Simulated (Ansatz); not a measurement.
# ZrZn: the cost of one run

Program: Ansatz 0.2.0. Level of theory: DFT PBEsol, scalar-relativistic. These are calculated values, not measurements.

### Step 1. Starting point

It takes space group Pm-3m (No. 221, cubic). Conventional cell: a = 3.336 Å, b = 3.336 Å, c = 3.336 Å, α = 90.00°, β = 90.00°, γ = 90.00°. Zr (site symmetry m-3m) has 8 Zn at 2.89 Å as nearest neighbours. Zn (site symmetry m-3m) has 8 Zr at 2.89 Å as nearest neighbours.

Coordinates:

```xyz
2
Lattice="3.3360 0.0000 0.0000 0.0000 3.3360 0.0000 0.0000 0.0000 3.3360" Properties=species:S:1:pos:R:3 pbc="T T T"
Zr    1.6680    1.6680    1.6680
Zn    0.0000    0.0000    0.0000
```

Atoms are numbered in the order of the input: Zr1, Zn2.

### Step 2. The deformed structure

Space group Pm-3m before, R-3m after.

### Step 3. Full-potential LAPW

input.yaml reads:

```yaml
crystal:
  lattice:
    - [3.336, 0.01668, 0.01668]
    - [0.01668, 3.336, 0.01668]
    - [0.01668, 0.01668, 3.336]
  atoms:
    - { symbol: Zr, position: [0.5, 0.5, 0.5] }
    - { symbol: Zn, position: [0.0, 0.0, 0.0] }
kpoints:
  mp_grid: { grid: [10, 10, 10] }
  band_path:
    path:
      - [0.0, 0.0, 0.0]
      - [0.5, 0.5, 0.5]
      - [0.5098274679, 0.4901725321, 0.5]
      - [0.5, -0.4901725321, 0.4901725321]
      - [0.5, 0.0, 0.0]
      - [0.0, 0.0, 0.0]
      - [0.4950862661, -0.4950862661, 0.0]
      - [0.5049137339, 0.0, 0.4950862661]
      - [0.5, 0.0, 0.5]
    npoints: 5
scf:
  occupations: { method: fermi_dirac, width: 0.08 }
hamiltonian:
  xc: pbesol
  pseudopotentials: { kind: all_electron, lapw: { basis_error: 0.0005 } }
output:
  forces: true
  stress: true
  eigenvalues: true
```

Run with:

```sh
$ ansatz run input.yaml --threads 1 --pin off --max-ram 3072MiB --backend cpu --events-out ev --progress --plain --runs-dir out
```

Q: Estimate wall time and peak memory on 1 thread of Intel Xeon Platinum 8488C (Sapphire Rapids), shared host.

About 25 s, with a peak of 0.55 GiB.
